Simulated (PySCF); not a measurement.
F2AlOSiH3, in a box:

```xyz
8
Lattice="13.0000 0.0000 0.0000 0.0000 15.0000 0.0000 0.0000 0.0000 12.0000" Properties=species:S:1:pos:R:3 pbc="T T T"
F     8.3583    6.2384    7.5218
Al    7.3456    6.3672    6.2460
F     7.0410    5.0193    5.3737
O     6.6507    7.8177    5.8497
Si    5.9430    9.2263    5.4362
H     5.6623   10.0227    6.6580
H     4.6677    8.9581    4.7237
H     6.8517    9.9931    4.5462
```

Base run:

```yaml
Program: PySCF 2.14.0
Functional: SCAN0
Potentials_or_basis: 6-31g* (all-electron)
k_mesh: 1 × 1 × 1
Occupations: fixed
Spin: no spin polarisation
```

Its results: gap between the frontier levels 8.61 eV.

After a change of settings the same cell gave: gap between the frontier levels 5.61 eV. Which change was it?
A. functional from SCAN0 to TPSS; dispersion from none to D3
B. functional from SCAN0 to PBE
C. functional from SCAN0 to rSCAN; dispersion from none to D3(BJ)

B.

SCAN0 gives the wider gap, since exact exchange removes part of the self-interaction.

Caveats: this is a molecule in a periodic box at the Γ point, so its band gap is the HOMO-LUMO gap; the basis of atomic orbitals isn't converged, which shifts pressures, moduli and gaps.
